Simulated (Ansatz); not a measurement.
# NbGeAs: from the start to rest, part 2 of 2

Aim: in NbGeAs, a known structure type filled with other elements, at an estimated volume, relax cell and atoms, then read levels, charges and fields where it ends.

Ansatz 0.2.0; DFT, r2SCAN, spin-orbit coupling, plane waves, PAW. Relaxing cell and atoms. The steps go on from the part before.

**5. Charges**

Gathered by element (positive charge: electrons given up): Löwdin charges also hold the electrons that the projection spills.

```
element  atoms  Bader charge (e)  Bader volume (Å³)  Löwdin charge (e)
     As      2             -0.81               20.5              -0.08
     Ge      2             -0.42               16.7              -0.03
     Nb      2             +1.23               14.0              +0.22
```

Löwdin charges rest on a small set of atomic orbitals that misses 0.3 % of the electrons, so they need not add up to the cell's charge and can differ from Bader's even in sign.

**6. Real-space fields**

Maps in the plane spanned by b and c at height 0.250 along a (axes of the input's cell), one cell: b runs left to right (11 points from zero), c bottom to top (24 points), 90° apart. These are the smooth PAW fields, not the true ones near the nuclei.

Valence density. Ten steps from '0' (0.06 e/Å³) to '9' (52.60 e/Å³), finer at the low end (step k begins (100^(k/10) - 1)/99 of the way up):
```
10000014762
00000011221
00000000110
00000000000
00000000000
00000000000
01121100000
12564110000
14786210000
14785200000
12443100000
01111000000
00110000000
00000000000
01121000000
12443100000
14554300000
24545310000
13454200000
11232100000
00110001111
10000012221
10000014762
10000026983
```

ELF less spin currents. Ten even steps from '0' (0.01) to '9' (0.78):
```
43112441003
42001344344
41000256666
21000146875
22222234543
66666654334
88777885347
87436886348
85123786247
76213774126
77657752004
68999740002
37998520001
12332211111
12453112221
27999512321
49749811321
49518811321
39989712541
35776336875
62111477667
65213664345
55324541003
44213430102
```

Atoms within 0.2 Å of the plane, in fractions of b and c: As at (0.25, 0.61), Ge at (0.75, 0.00), Nb at (0.25, 0.26).

Scans along the contacts give these minima of the density:

```
contact  length (Å)  minimum at (fraction)  density (e/Å³)  ELF less spin currents
Ge3–Ge4       2.540                   0.50           0.391                    0.56
As1–Nb6       2.735                   0.53           0.359                    0.38
Ge3–Nb5       2.742                   0.50           0.345                    0.43
As1–As2       3.088                   0.50           0.195                    0.27
```

```
fraction  Ge3–Ge4  As1–Nb6  Ge3–Nb5  As1–As2
     0.2     4.25      4.5     3.11     2.78
     0.3     0.89    0.917    0.731    0.564
     0.4    0.461     0.48    0.423     0.27
     0.5    0.391     0.36    0.345    0.195
     0.6    0.461    0.482    0.478     0.27
     0.7     0.89      1.5     1.48    0.564
     0.8     4.25     4.05     4.01     2.78
```

(Smooth valence density in e/Å³ at fractions of each contact.)

**7. Results**

This closing draws on all 2 parts.

| quantity | value |
| --- | --- |
| moves | 4 |
| energy gained | 12.0 meV/atom |
| largest move | 0.04 Å (Nb) |
| space group (0.01 Å), before / after | P4/nmm / P4/nmm |
| cell | a = 3.592 Å, b = 3.592 Å, c = 7.929 Å, α = 90.00°, β = 90.00°, γ = 90.00° |
| volume | 17.05 Å³/atom (-1.8 %) |
| pressure at the end | 0.00 GPa |
| formation energy (elements from separate runs) | -0.51 eV/atom |
| character | metal |
| density of states, mean within 0.25 eV of the Fermi level | 1.5 per eV per cell |
| Bader charges | As -0.81, Ge -0.42, Nb +1.23 e |
| moments | none |

**Reading.** The volume shrank by 1.8 %, and the largest move of an atom is 0.04 Å apart from the change of the cell; the energy fell by 12.0 meV per atom. With 16 symmetry operations imposed, the end may be a saddle point towards distortions that break them. Bands cross the Fermi level: a metal; within 0.25 eV of the Fermi level the density of states averages 1.5 per eV per cell, mostly Nb d (64 %) and As p (18 %). Against the elements' reference phases (As grey arsenic (A7), Ge diamond, Nb bcc; separate runs with the same functional) the formation energy is -0.51 eV per atom, so it is bound against them, though other compounds may compete. The state carries no moments. No starting moment was given, so this is set by the input, not found.

Caveats: the k mesh is coarse for a cell without a gap.
